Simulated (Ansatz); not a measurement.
# The Ir-Rh system: small convex hull

The task is a small convex hull, for the Ir-Rh system.

The COD entry's cell or inner coordinates are ideal or old and differ from later refinements, so a difference from it is no clean test against experiment.

Program: Ansatz 0.2.0, driven from Python. Level of theory: DFT LDA, plane waves, PAW. These are calculated values, not measurements.

## Step 1: The system

Ir3Rh Pm-3m: The structure is cubic, space group Pm-3m (No. 221). Conventional cell: a = 3.840 Å, b = 3.840 Å, c = 3.840 Å, α = 90.00°, β = 90.00°, γ = 90.00°. Ir (site symmetry 4/mmm) is surrounded by 8 Ir at 2.72 Å and 4 Rh at 2.72 Å. Rh (site symmetry m-3m) is surrounded by 12 Ir at 2.72 Å.

IrRh3 Pm-3m: The structure is cubic, space group Pm-3m (No. 221). The conventional cell has a = 3.817 Å, b = 3.817 Å, c = 3.817 Å, α = 90.00°, β = 90.00°, γ = 90.00°. Ir (site symmetry m-3m) is surrounded by 12 Rh at 2.70 Å. Rh (site symmetry 4/mmm) has 4 Ir at 2.70 Å and 8 Rh at 2.70 Å as nearest neighbours.

Ir Fm-3m: Symmetry: Fm-3m, No. 225, cubic system. Conventional cell: a = 3.831 Å, b = 3.831 Å, c = 3.831 Å, α = 90.00°, β = 90.00°, γ = 90.00°. Ir (site symmetry m-3m) is surrounded by 12 Ir at 2.71 Å.

Rh Fm-3m: The structure is cubic, space group Fm-3m (No. 225). The conventional cell has a = 3.796 Å, b = 3.796 Å, c = 3.796 Å, α = 90.00°, β = 90.00°, γ = 90.00°. Around Rh (site symmetry m-3m) lie 12 Rh at 2.68 Å.

The script holds or builds the structure itself.

## Step 2: The script

hull_ir3rh.py reads:

```python
"""Stability of Ir-Rh compounds against each other, after relaxing atoms and volume at fixed cell shape."""

from collections import Counter
import warnings

import ansatz as az
import matplotlib.pyplot as plt
import numpy as np

params = {
    "xc": "lda",
    "cutoff_ev": 550,
    "kspacing": 0.14,
    "smearing": "cold",
    "width_ev": 0.05,
}

PHASES = {
    "Ir3Rh Pm-3m": (
        [(3.84033585, 0.0, 0.0), (0.0, 3.84033585, 0.0), (0.0, 0.0, 3.84033585)],
        [
            ("Ir", (0.5, 0.0, 0.5)),
            ("Ir", (0.0, 0.5, 0.5)),
            ("Ir", (0.5, 0.5, 0.0)),
            ("Rh", (0.0, 0.0, 0.0)),
        ],
    ),
    "IrRh3 Pm-3m": (
        [(3.81706029, 0.0, 0.0), (0.0, 3.81706029, 0.0), (0.0, 0.0, 3.81706029)],
        [
            ("Ir", (0.0, 0.0, 0.0)),
            ("Rh", (0.0, 0.5, 0.5)),
            ("Rh", (0.5, 0.0, 0.5)),
            ("Rh", (0.5, 0.5, 0.0)),
        ],
    ),
    "Ir": (
        [(0.0, 1.9156, 1.9156), (1.9156, 0.0, 1.9156), (1.9156, 1.9156, 0.0)],
        [
            ("Ir", (0.0, 0.0, 0.0)),
        ],
    ),
    "Rh": (
        [(0.0, 1.89785, 1.89785), (1.89785, 0.0, 1.89785), (1.89785, 1.89785, 0.0)],
        [
            ("Rh", (0.0, 0.0, 0.0)),
        ],
    ),
}


def build(vectors, sites):
    crystal = az.Crystal(lattice=az.Lattice.of(vectors))
    for symbol, position in sites:
        crystal = crystal.atom(symbol, position)
    return crystal


def run_phase(name, crystal):
    calc = (
        crystal.calculation()
        .functional(params["xc"])
        .basis(params["cutoff_ev"])
        .kpoints(spacing=params["kspacing"])
        .occupations(params["smearing"], width=params["width_ev"])
    )
    calc = calc.relax(force_tolerance=0.01, max_steps=60, fix_cell=["shape"])
    return calc.run(threads=1)


def counts(outcome):
    return Counter(site.symbol for site in outcome.lattice.sites)

def formation_energy(outcome, mu):
    n = counts(outcome)
    return (outcome.report["energy_sigma0_ev"] - sum(k * mu[element] for element, k in n.items())) / sum(n.values())

warnings.simplefilter("ignore", az.DeckWarning)

phases = {name: build(*cell) for name, cell in PHASES.items()}

done = {name: run_phase(name, crystal) for name, crystal in phases.items()}

# chemical potentials of the elements at zero temperature
references = {"Ir": "Ir", "Rh": "Rh"}
mu = {element: done[name].report["energy_sigma0_ev"] / len(done[name].lattice.sites) for element, name in references.items()}
points = sorted((counts(o)["Rh"] / len(o.lattice.sites), formation_energy(o, mu), name) for name, o in done.items())

# walk in x and drop points that lie above the chord
hull = []
for x, e, _ in points:
    while len(hull) > 1 and (hull[-1][0] - hull[-2][0]) * (e - hull[-2][1]) - (hull[-1][1] - hull[-2][1]) * (x - hull[-2][0]) <= 0:
        hull.pop()
    hull.append((x, e))
rows = [(name, x, e, e - np.interp(x, *zip(*hull))) for x, e, name in points]
print("     phase       x(Rh)  E_form (eV/atom)  above hull (eV/atom)")
for row in rows:
    print(f"{str(row[0]):>10}  {row[1]:10.3f}  {row[2]:16.4f}  {row[3]:20.4f}")
print("on the hull of these phases:", ", ".join(row[0] for row in rows if row[3] < 1e-6))
stable = [row for row in rows if row[3] < 1e-6]
plt.figure(figsize=(4.5, 3.2))
plt.plot([row[1] for row in stable], [row[2] for row in stable], "k-o")
plt.plot([row[1] for row in rows], [row[2] for row in rows], "r.")
plt.xlabel("fraction of Rh")
plt.ylabel("formation energy (eV/atom)")
plt.tight_layout()
plt.savefig("hull.png", dpi=100)
```

## Step 3: The run

Started as:

```sh
$ python hull_ir3rh.py
```

Log:

```text
     phase       x(Rh)  E_form (eV/atom)  above hull (eV/atom)
        Ir       0.000            0.0000                0.0000
Ir3Rh Pm-3m       0.250           -0.0128                0.0000
IrRh3 Pm-3m       0.750           -0.0124                0.0000
        Rh       1.000            0.0000                0.0000
on the hull of these phases: Ir, Ir3Rh Pm-3m, IrRh3 Pm-3m, Rh
```

Wall time 2.4 min (1 thread of Arm Neoverse V2, shared host); peak memory 0.58 GiB.

## Step 4: Run by run

From the records of these 4 runs:

```csv
run,system,space group at the end,energy (eV/atom),from the elements (meV/atom),final volume (Å³/atom),pressure (GPa),SCF cycles in all,CPU time (s)
1,Ir3Rh (4 atoms),Pm-3m,-10317.2221,-12.8,13.68,-0.03,30,54
2,IrRh3 (4 atoms),Pm-3m,-7624.8496,-12.4,13.37,0.00,32,59
3,Ir (1 atom),Fm-3m,-11663.3952,0.0,13.84,0.01,21,16
4,Rh (1 atom),Fm-3m,-6278.6513,0.0,13.22,-0.04,24,16
```

Energies are extrapolated to zero smearing width, as in the script. Totals carry meaning only in balanced differences at one level of theory.

## Step 5: How the relaxation of run 2 went

The steps of the relaxation:

```csv
step,energy from step 1 (eV/cell),largest force component (eV/Å),pressure (GPa),volume (Å³)
1,0.0000,0.0000,-12.18,55.61
2,0.0680,0.0000,19.60,50.82
3,-0.0844,0.0000,-1.35,53.67
4,-0.0853,0.0000,0.11,53.44
5,-0.0853,0.0000,0.00,53.46
6,-0.0852,0.0000,0.00,53.46
```

Step 1 is the start. Step 6 repeats the geometry before it on a plane-wave basis chosen anew for that cell, so its energy need not be comparable with the rows above. Step 2 was tried and not accepted.

|  | before | after | change |
| --- | --- | --- | --- |
| a (Å) | 3.817 | 3.767 | -1.3 % |
| b (Å) | 3.817 | 3.767 | -1.3 % |
| c (Å) | 3.817 | 3.767 | -1.3 % |
| volume (Å³/atom) | 13.90 | 13.37 | -3.9 % |
| shortest distance (Å) | 2.699 | 2.664 | -1.3 % |
| space group (0.01 Å) | Pm-3m | Pm-3m | same |

The run keeps the 48 symmetry operations of the start, so it could not have lowered the symmetry.

## Step 6: How the relaxation of run 3 went

The steps of the relaxation:

```csv
step,energy from step 1 (eV/cell),largest force component (eV/Å),pressure (GPa),volume (Å³)
1,0.0000,0.0000,-6.22,14.06
2,0.0110,0.0000,12.77,13.44
3,-0.0044,0.0000,-0.37,13.85
4,-0.0044,0.0000,0.01,13.84
5,-0.0044,0.0000,0.01,13.84
```

Step 1 is the start. Step 5 repeats the geometry before it on a plane-wave basis chosen anew for that cell, so its energy need not be comparable with the rows above. Step 2 was tried and not accepted.

Lengths and angles in the start's conventional setting:

|  | before | after | change |
| --- | --- | --- | --- |
| a (Å) | 3.831 | 3.811 | -0.5 % |
| b (Å) | 3.831 | 3.811 | -0.5 % |
| c (Å) | 3.831 | 3.811 | -0.5 % |
| volume (Å³/atom) | 14.06 | 13.84 | -1.6 % |
| shortest distance (Å) | 2.709 | 2.695 | -0.5 % |
| space group (0.01 Å) | Fm-3m | Fm-3m | same |

Forces and stress were held to the start's 48 operations: a distortion of lower symmetry was not tested.

## Step 7: What came out

| quantity | value |
| --- | --- |
| on the hull of these phases | Ir, Ir3Rh Pm-3m, IrRh3 Pm-3m, Rh |
| runs compared | 4 |
| energy of Ir3Rh (run 1) from the elements | -13 meV/atom |
| energy of IrRh3 (run 2) from the elements | -12 meV/atom |

**Reading.** Among these few phases the hull runs through Ir, Ir3Rh Pm-3m, IrRh3 Pm-3m, Rh; other phases, not tried, may lie lower. Ir3Rh lies 13 meV/atom below its elements, the most of the cells tried. In run 2, the volume shrank by 3.9 % over 3 moves, and the space group stayed Pm-3m. In run 3, over 2 moves the cell shrank by 1.6 % in volume, and the space group stayed Fm-3m. Reading the output:
- Spin is left out of this run.
- Atoms and volume are relaxed with the cell's shape held, which in cells of lower than cubic symmetry can hide stresses and shift volumes.
- Spin-orbit coupling, which matters for elements this heavy, is left out.
- Differences under 10 to 15 meV an atom lie within the error of mesh and functional, so such verdicts may flip; only the cells listed enter the hull. Whether this is the phase that is stable at ambient conditions was not tested.
